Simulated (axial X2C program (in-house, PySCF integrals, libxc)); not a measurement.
# SrBr⁺: bond curves with and without spin–orbit coupling

Aim: find the lowest determinant of SrBr⁺, scan the bond at several levels and fit the constants, once spin-free and once with spin–orbit coupling.

The runs use an in-house X2C program for linear molecules on PySCF integrals; all-electron X2C, Sr dyall-cv3z, Br dyall-cv3z.

All values are calculated.

**1. The job**

File task.json:

```json
{"zs": [38, 35], "q": 1, "bas": ["dyall-cv3z", "dyall-cv3z"], "levels": ["PBE0", "HF", "BHandHLYP"], "cc": true, "r0": 2.99, "thr": -1.0, "nmax": 90, "npts": 10, "nst": 2, "ntry": 6}
```

Keys: zs atomic numbers; q charge; bas basis sets; levels methods (HF also brings MP2); cc coupled cluster on or off; r0 starting distance in Å; thr threshold in hartree for freezing inner shells (an s shell follows its p shell); nmax most natural virtual spinors; npts points asked for on the curve; nst determinants followed; ntry starts of the search.

Run with:

```console
python so2c.py task.json out
```

Spin-free means the one-electron spin-free X2C Hamiltonian; two-component (2c) means X2C with spin–orbit coupling and atomic mean-field two-electron Coulomb and Gaunt terms. Basis: Sr dyall-cv3z contracted to [13s12p8d5f1g], Br dyall-cv3z contracted to [8s9p6d4f1g]; Gaussian nuclei, density fitting. Masses: Sr 87.906 u, Br 78.918 u.

Notation: σ, π±, δ± give the projection m of an orbital's angular momentum (0, ±1, ±2), α and β its spin, Λ and M_S the sums; ω is the projection of a spinor's total angular momentum and Ω the sum. Logs are in hartree.

The results follow Hamiltonian by Hamiltonian and level by level.

**2. State search with PBE0**

PBE0 moves the distance from 2.990 Å to 2.613 Å and compares determinants there.

Spin-free determinants:

| ΔE (eV) | state | open shells |
| --- | --- | --- |
| 0.00 | M_S = 0, Λ = 0 | closed shell |
| 4.32 | M_S = 1, Λ = 1 | beyond closed shells: σα, π+α, π+β, π-α |
| 4.34 | M_S = 0, Λ = 1 | beyond closed shells: σβ, π+α, π+β, π-α |
| 4.68 | M_S = 1, Λ = 0 | beyond closed shells: 2 × σα |
| 5.99 | M_S = 1, Λ = 1 | beyond closed shells: π+α, π-α, π-β, δ+α |
| 5.99 | M_S = 1, Λ = 3 | beyond closed shells: π+α, π+β, π-α, δ+α |
| 6.00 | M_S = 0, Λ = 3 | beyond closed shells: π+α, π+β, π-α, δ+β |

Two-component determinants:

```tsv
ΔE (eV)	state	open shells
0.00	Ω = 0	closed shell
4.17	Ω = 2	excess of +ω over −ω: ω = 1/2, ω = 3/2
4.18	Ω = 1	excess of +ω over −ω: ω = -1/2, ω = 3/2
4.41	Ω = 1	excess of +ω over −ω: 2 × ω = 1/2
5.83	Ω = 3	excess of +ω over −ω: 2 × ω = 3/2
5.85	Ω = 4	excess of +ω over −ω: ω = 3/2, ω = 5/2
5.87	Ω = 1	excess of +ω over −ω: ω = -3/2, ω = 5/2
```

**3. PBE0, spin-free**

State followed: M_S = 0, Λ = 0 (closed shell). The scan is laid around 2.613 Å, a first estimate of the minimum, and this SCF restarts from the orbitals of the search.

Output at 2.613 Å:

```text
spin-free X2C-1e  PBE0
basis functions 235  fitting functions 1259  grid points 5801
iter        total energy     max residual
   1      -5784.923593827     1.73e-05
   2      -5784.923593831     1.67e-05
converged
one-electron -8548.38242261  Coulomb 2692.38436630  exact exchange -48.77572405  xc functional -149.49757104  nuclear repulsion 269.34775757
```

Along the bond, energies from the lowest point:

| R (Å) | E (eV) | μ (D) | HOMO (eV) | LUMO (eV) | iterations |
| --- | --- | --- | --- | --- | --- |
| 2.273 | 0.9129 | -8.96 | -12.77 | -6.51 | 22 |
| 2.378 | 0.3739 | -9.74 | -12.56 | -6.61 | 15 |
| 2.456 | 0.1452 | -10.31 | -12.31 | -6.69 | 14 |
| 2.535 | 0.0292 | -10.88 | -12.07 | -6.78 | 11 |
| 2.613 | 0.0000 | -11.43 | -11.85 | -6.87 | 2 |
| 2.704 | 0.0481 | -12.06 | -11.61 | -6.97 | 12 |
| 2.796 | 0.1608 | -12.68 | -11.38 | -7.08 | 11 |
| 2.913 | 0.3703 | -13.46 | -11.12 | -7.21 | 13 |
| 3.057 | 0.6867 | -14.38 | -10.82 | -7.38 | 13 |
| 3.266 | 1.1991 | -15.64 | -10.45 | -7.60 | 14 |

Dipoles are positive if Br is the positive end and refer to the centre of mass.

Outer orbitals at the reference distance:

```tsv
symmetry	occupied	ε (eV)	atomic character
π-α	yes	-30.65	100% Sr p
π+α	yes	-30.65	100% Sr p
σα	yes	-30.65	96% Sr p
σα	yes	-24.66	80% Br s, 8% Sr p, 6% Sr d
σα	yes	-12.41	80% Br p, 9% Sr d, 6% Sr s
π+α	yes	-11.85	86% Br p, 8% Sr d, 3% Sr f
π-α	yes	-11.85	86% Br p, 8% Sr d, 3% Sr f
σα	no	-6.87	79% Sr s, 10% Sr p, 9% Sr d
δ+α	no	-5.36	100% Sr d
δ-α	no	-5.36	100% Sr d
π+α	no	-5.20	74% Sr d, 21% Sr p, 3% Br p
```

PBE0 fields in the half plane through the axis: z from -2.4 to 4.8 Å across, distance from the axis 0.15 to 2.25 Å upwards; Sr lies at z = 0 and Br at z = 2.613 Å; the ELF is damped to zero where the density is low.

log10 density (e/bohr³). Ten even steps from ' ' (-5.44 ) to '@' (1.53 ):
```
      ..........::::::::----------------::::::....
    ....::::::::::----------==========------::::..
  ..::::::--------------==================----::::
..::::----======++==========++++++++++++====----::
..::----==++++++**++++++++++++++******++++====--::
::::--====++**********++++++************++++==----
::----==++****######****++******######****++==----
::----==++**##%%@@%%##********##@@@@%%****++====--
```

ELF. Ten even steps from '0' (0.00 ) to '9' (0.85 ):
```
0000000000001122211100000
0000000000002444443210000
0000000000002567776542000
0000013442002688888764200
0000247898302799999986310
0001479999822798668998520
0013699323952883242798630
0014896646662872946499731
```

Re = 2.605 Å, ωe = 268.1 cm⁻¹, ωexe = 0.511 cm⁻¹, Be = 0.05974 cm⁻¹, De = 3.91 eV, μ = -11.37 D.

**4. HF, spin-free**

The SCF at the reference distance of 2.613 Å:

```text
spin-free X2C-1e  HF
basis functions 235  fitting functions 1259  grid points 5801
iter        total energy     max residual
   1      -5781.753194948     3.42e-01
   2      -5781.782894627     9.84e-03
   3      -5781.783530001     8.08e-03
   4      -5781.783633918     1.63e-03
   5      -5781.783638337     1.95e-04
   6      -5781.783638636     7.74e-05
   7      -5781.783638650     1.03e-05
   8      -5781.783638652     5.28e-06
   9      -5781.783638652     6.59e-07
converged
one-electron -8548.16803459  Coulomb 2692.27025138  exact exchange -195.23361302  xc functional 0.00000000  nuclear repulsion 269.34775757
```

Re = 2.671 Å, ωe = 257.2 cm⁻¹, ωexe = 0.455 cm⁻¹, Be = 0.0568 cm⁻¹, De = 2.74 eV, μ = -13.07 D.

**5. BHandHLYP, spin-free**

Output at 2.613 Å:

```text
spin-free X2C-1e  BHandHLYP
basis functions 235  fitting functions 1259  grid points 5801
iter        total energy     max residual
   1      -5785.495060527     1.12e-01
   2      -5785.497447329     3.94e-03
   3      -5785.497561201     1.21e-02
   4      -5785.497653720     4.17e-04
   5      -5785.497654188     2.39e-04
   6      -5785.497654377     1.67e-05
   7      -5785.497654379     7.51e-06
converged
one-electron -8548.59849406  Coulomb 2692.63645417  exact exchange -97.57626177  xc functional -101.30711029  nuclear repulsion 269.34775757
```

Re = 2.627 Å, ωe = 265.4 cm⁻¹, ωexe = 0.494 cm⁻¹, Be = 0.05875 cm⁻¹, De = 3.58 eV, μ = -11.98 D.

**6. MP2 and beyond, spin-free**

Correlated methods: 8 electrons correlated (frozen shells, counted by type: Sr 4 s, 3 p, 1 d; Br 3 s, 2 p, 1 d), 278 virtual spinors in MP2, 78 natural virtuals in coupled cluster.

Output of the correlated part at 2.613 Å:

```text
correlated 8  virtual 278  natural virtual 78  E(MP2) -0.177000477  MP2 remainder -0.002877673
iter   CCSD correlation   residual
   1     -0.184567537   6.65e-02
   2     -0.187773860   2.01e-02
   3     -0.188187368   6.08e-03
   4     -0.188166018   1.79e-03
   5     -0.188171256   4.27e-04
   6     -0.188170984   1.19e-04
   7     -0.188171352   2.85e-05
   8     -0.188171437   7.10e-06
   9     -0.188171371   1.94e-06
  10     -0.188171370   4.93e-07
(T) -0.007271598  T1 0.0101  D1 0.0118  max T2 0.042
```

T1 in the output is the amplitude norm over the root of the electron number; divide by √2 for the Lee–Taylor value.

MP2: Re = 2.675 Å, ωe = 254.8 cm⁻¹, Be = 0.05665 cm⁻¹, De = 3.81 eV.

CCSD: Re = 2.675 Å, ωe = 254.8 cm⁻¹, ωexe = 0.456 cm⁻¹, Be = 0.05664 cm⁻¹, De = 3.66 eV. T1 at Re = 0.007 (Lee–Taylor, the printed value over √2).

CCSD(T): Re = 2.677 Å, ωe = 254.0 cm⁻¹, ωexe = 0.457 cm⁻¹, Be = 0.05657 cm⁻¹, De = 3.74 eV. T1 at Re = 0.007 (Lee–Taylor, the printed value over √2).

**7. The spin-free curves together**

Energy (eV) of the followed determinant, spin-free, from each level's lowest point:

| R (Å) | PBE0 | HF | MP2 | CCSD | CCSD(T) | BHandHLYP |
| --- | --- | --- | --- | --- | --- | --- |
| 2.273 | 0.913 | 1.293 | 1.299 | n/a | n/a | 1.039 |
| 2.378 | 0.374 | 0.613 | 0.620 | 0.622 | 0.627 | 0.450 |
| 2.456 | 0.145 | 0.296 | 0.303 | 0.304 | 0.308 | 0.191 |
| 2.535 | 0.029 | 0.106 | 0.111 | 0.112 | 0.114 | 0.050 |
| 2.613 | 0.000 | 0.013 | 0.016 | 0.017 | 0.018 | 0.000 |
| 2.704 | 0.048 | 0.000 | 0.000 | 0.000 | 0.000 | 0.029 |
| 2.796 | 0.161 | 0.063 | 0.059 | 0.059 | 0.058 | 0.126 |
| 2.913 | 0.370 | 0.223 | 0.214 | 0.214 | 0.210 | 0.321 |
| 3.057 | 0.687 | 0.497 | 0.481 | n/a | n/a | 0.627 |
| 3.266 | 1.199 | 0.974 | 0.949 | n/a | n/a | 1.132 |

**8. PBE0, 2c**

State followed: Ω = 0 (closed shell). The scan is laid around 2.613 Å, a first estimate of the minimum, and this SCF restarts from the orbitals of the search.

Output at 2.613 Å:

```text
two-component X2C + atomic mean field  PBE0
basis functions 235  fitting functions 1259  grid points 5801
iter        total energy     max residual
   1      -5782.842898164     3.72e-05
   2      -5782.842898174     2.51e-05
   3      -5782.842898175     3.48e-06
converged
one-electron -8542.91264330  Coulomb 2691.22882709  exact exchange -48.75313197  xc functional -149.42917134  nuclear repulsion 269.34775757  atomic mean-field constant -2.32453622
```

Along the bond, energies from the lowest point:

| R (Å) | E (eV) | μ (D) | HOMO (eV) | LUMO (eV) | iterations |
| --- | --- | --- | --- | --- | --- |
| 2.273 | 0.9161 | -8.95 | -12.68 | -6.51 | 25 |
| 2.378 | 0.3760 | -9.72 | -12.42 | -6.61 | 15 |
| 2.456 | 0.1465 | -10.30 | -12.16 | -6.69 | 13 |
| 2.535 | 0.0298 | -10.86 | -11.93 | -6.78 | 12 |
| 2.613 | 0.0000 | -11.41 | -11.71 | -6.87 | 3 |
| 2.704 | 0.0474 | -12.04 | -11.46 | -6.97 | 12 |
| 2.796 | 0.1594 | -12.66 | -11.24 | -7.08 | 11 |
| 2.913 | 0.3680 | -13.43 | -10.97 | -7.21 | 13 |
| 3.057 | 0.6833 | -14.34 | -10.68 | -7.37 | 13 |
| 3.266 | 1.1937 | -15.58 | -10.31 | -7.59 | 14 |

Dipoles are positive if Br is the positive end and refer to the centre of mass.

Outer spinors at the reference distance:

```json
{"ω": "1/2", "occupied": "yes", "ε (eV)": "-31.39", "atomic character": "99% Sr p", "λ mixture": "67% π, 33% σ"}
{"ω": "1/2", "occupied": "yes", "ε (eV)": "-30.26", "atomic character": "97% Sr p", "λ mixture": "67% σ, 33% π"}
{"ω": "3/2", "occupied": "yes", "ε (eV)": "-30.25", "atomic character": "100% Sr p", "λ mixture": "100% π"}
{"ω": "1/2", "occupied": "yes", "ε (eV)": "-24.67", "atomic character": "80% Br s, 8% Sr p, 6% Sr d", "λ mixture": "100% σ"}
{"ω": "1/2", "occupied": "yes", "ε (eV)": "-12.50", "atomic character": "82% Br p, 9% Sr d, 5% Sr s", "λ mixture": "85% σ, 15% π"}
{"ω": "1/2", "occupied": "yes", "ε (eV)": "-11.92", "atomic character": "85% Br p, 8% Sr d, 3% Sr f", "λ mixture": "85% π, 15% σ"}
{"ω": "3/2", "occupied": "yes", "ε (eV)": "-11.71", "atomic character": "85% Br p, 9% Sr d, 3% Sr f", "λ mixture": "100% π"}
{"ω": "1/2", "occupied": "no", "ε (eV)": "-6.87", "atomic character": "79% Sr s, 10% Sr p, 9% Sr d", "λ mixture": "100% σ"}
{"ω": "3/2", "occupied": "no", "ε (eV)": "-5.38", "atomic character": "99% Sr d", "λ mixture": "99% δ, 1% π"}
{"ω": "5/2", "occupied": "no", "ε (eV)": "-5.34", "atomic character": "100% Sr d", "λ mixture": "100% δ"}
{"ω": "1/2", "occupied": "no", "ε (eV)": "-5.23", "atomic character": "72% Sr d, 24% Sr p, 3% Br p", "λ mixture": "90% π, 10% σ"}
```

PBE0 fields in the half plane through the axis: z from -2.4 to 4.8 Å across, distance from the axis 0.15 to 2.25 Å upwards; Sr lies at z = 0 and Br at z = 2.613 Å; the ELF is damped to zero where the density is low.

log10 density (e/bohr³). Ten even steps from '0' (-5.43 ) to '9' (1.53 ):
```
0001111122223333333322211
0011222223333344444333221
0122233333334444444443322
1223344454444455555544332
1233455565555555666554432
2234456666655566666655433
2334566777665666777665433
2334567898766667998665443
```

ELF. Ten even steps from '0' (0.00 ) to '9' (0.85 ):
```
0000000000001122211100000
0000000000002444443210000
0000000000002567776542000
0000013442002688888764200
0000247898302799999986310
0001479999822798668998520
0013699323952883342798630
0014896646662872946499731
```

Re = 2.606 Å, ωe = 267.8 cm⁻¹, ωexe = 0.513 cm⁻¹, Be = 0.0597 cm⁻¹, De = 3.80 eV, μ = -11.36 D.

**9. HF, 2c**

Output at 2.613 Å:

```text
two-component X2C + atomic mean field  HF
basis functions 235  fitting functions 1259  grid points 5801
iter        total energy     max residual
   1      -5779.673122748     3.42e-01
   2      -5779.702813763     9.82e-03
   3      -5779.703451823     8.08e-03
   4      -5779.703555843     1.63e-03
   5      -5779.703560372     1.99e-04
   6      -5779.703560691     8.36e-05
   7      -5779.703560711     9.17e-06
   8      -5779.703560713     7.37e-06
   9      -5779.703560713     7.85e-07
converged
one-electron -8542.69353411  Coulomb 2691.10983543  exact exchange -195.14308338  xc functional 0.00000000  nuclear repulsion 269.34775757  atomic mean-field constant -2.32453622
```

Re = 2.672 Å, ωe = 257.0 cm⁻¹, ωexe = 0.455 cm⁻¹, Be = 0.05677 cm⁻¹, De = 2.58 eV, μ = -13.06 D.

**10. BHandHLYP, 2c**

The SCF at the reference distance of 2.613 Å:

```text
two-component X2C + atomic mean field  BHandHLYP
basis functions 235  fitting functions 1259  grid points 5801
iter        total energy     max residual
   1      -5783.414201548     1.11e-01
   2      -5783.416588069     3.94e-03
   3      -5783.416700506     1.21e-02
   4      -5783.416792889     4.11e-04
   5      -5783.416793357     2.40e-04
   6      -5783.416793544     1.50e-05
   7      -5783.416793547     6.74e-06
converged
one-electron -8543.12548366  Coulomb 2691.47756977  exact exchange -97.53101722  xc functional -101.26108377  nuclear repulsion 269.34775757  atomic mean-field constant -2.32453622
```

Re = 2.628 Å, ωe = 265.1 cm⁻¹, ωexe = 0.495 cm⁻¹, Be = 0.05872 cm⁻¹, De = 3.42 eV, μ = -11.96 D.

**11. MP2 and beyond, 2c**

Correlated methods: 8 electrons correlated (frozen shells, counted by type: Sr 4 s, 3 p, 1 d; Br 3 s, 2 p, 1 d), 278 virtual spinors in MP2, 78 natural virtuals in coupled cluster.

Output of the correlated part at 2.613 Å:

```text
correlated 8  virtual 278  natural virtual 78  E(MP2) -0.176948026  MP2 remainder -0.002877581
iter   CCSD correlation   residual
   1     -0.184523780   6.65e-02
   2     -0.187734018   2.01e-02
   3     -0.188145500   6.07e-03
   4     -0.188124240   1.79e-03
   5     -0.188129454   4.26e-04
   6     -0.188129179   1.19e-04
   7     -0.188129551   2.85e-05
   8     -0.188129634   7.11e-06
   9     -0.188129568   1.96e-06
  10     -0.188129567   5.11e-07
(T) -0.007267630  T1 0.0100  D1 0.0119  max T2 0.042
```

MP2: Re = 2.676 Å, ωe = 254.7 cm⁻¹, Be = 0.05663 cm⁻¹, De = 3.67 eV.

CCSD: Re = 2.676 Å, ωe = 254.6 cm⁻¹, ωexe = 0.457 cm⁻¹, Be = 0.05661 cm⁻¹, De = 3.52 eV. T1 at Re = 0.007 (Lee–Taylor, the printed value over √2).

CCSD(T): Re = 2.678 Å, ωe = 253.8 cm⁻¹, ωexe = 0.458 cm⁻¹, Be = 0.05654 cm⁻¹, De = 3.60 eV. T1 at Re = 0.007 (Lee–Taylor, the printed value over √2).

**12. The 2c curves together**

Energy (eV) of the followed determinant, 2c, from each level's lowest point:

| R (Å) | PBE0 | HF | MP2 | CCSD | CCSD(T) | BHandHLYP |
| --- | --- | --- | --- | --- | --- | --- |
| 2.273 | 0.916 | 1.297 | 1.302 | n/a | n/a | 1.042 |
| 2.378 | 0.376 | 0.616 | 0.623 | 0.625 | 0.629 | 0.452 |
| 2.456 | 0.146 | 0.298 | 0.305 | 0.306 | 0.310 | 0.192 |
| 2.535 | 0.030 | 0.107 | 0.112 | 0.113 | 0.115 | 0.051 |
| 2.613 | 0.000 | 0.014 | 0.017 | 0.017 | 0.019 | 0.000 |
| 2.704 | 0.047 | 0.000 | 0.000 | 0.000 | 0.000 | 0.028 |
| 2.796 | 0.159 | 0.062 | 0.059 | 0.059 | 0.057 | 0.125 |
| 2.913 | 0.368 | 0.222 | 0.213 | 0.213 | 0.209 | 0.319 |
| 3.057 | 0.683 | 0.494 | 0.479 | n/a | n/a | 0.623 |
| 3.266 | 1.194 | 0.971 | 0.946 | n/a | n/a | 1.127 |

The whole job took 2.3 min on 1 thread of Arm Neoverse V1, shared host; peak memory 0.56 GiB.

**13. Constants**

Lowest determinant that the search found at its distance, spin-free: M_S = 0, Λ = 0 (closed shell).

Lowest determinant that the search found at its distance, 2c: Ω = 0 (closed shell).

```
Hamiltonian      level  Re (Å)  ωe (cm⁻¹)  De (eV)   μ (D)
  spin-free       PBE0   2.605      268.1     3.91  -11.37
  spin-free         HF   2.671      257.2     2.74  -13.07
  spin-free        MP2   2.675      254.8     3.81     n/a
  spin-free       CCSD   2.675      254.8     3.66     n/a
  spin-free    CCSD(T)   2.677      254.0     3.74     n/a
  spin-free  BHandHLYP   2.627      265.4     3.58  -11.98
         2c       PBE0   2.606      267.8     3.80  -11.36
         2c         HF   2.672      257.0     2.58  -13.06
         2c        MP2   2.676      254.7     3.67     n/a
         2c       CCSD   2.676      254.6     3.52     n/a
         2c    CCSD(T)   2.678      253.8     3.60     n/a
         2c  BHandHLYP   2.628      265.1     3.42  -11.96
```

Dipoles are positive if Br is the positive end and refer to the centre of mass.

Time per point (s) on 1 thread of Arm Neoverse V1, shared host (2c runs; CCSD comes with the CCSD(T) run); the times are rough: PBE0 0.92, HF 0.6, MP2 0.76, CCSD(T) 2.1, BHandHLYP 0.88.

**Reading.** At CCSD(T), going from spin-free to two-component changes Re by +1 mÅ, ωe by -0.1 %; the spin-free picture holds up (part of it comes from the scalar share of the two-electron terms). De moves by -0.14 eV; both De rest on single-determinant atoms, which can miss part of an open shell's spin–orbit lowering.

De refers to Sr+ + Br, each in the lowest determinant found, which need not be this curve's own limit. The state is a single determinant with fixed occupations, the lowest that a limited PBE0 search found. The closed shell is kept restricted; where the fragments are open shells, the energy then runs too high at long range. De is counted from the lowest determinant-based energies of the atoms at the same level, without counterpoise correction. CCSD and (T) use frozen natural virtuals with an MP2 correction for the truncation. With the outer-core shells frozen, correlated bond lengths of heavy atoms tend to come out a few hundredths of an ångström too long.
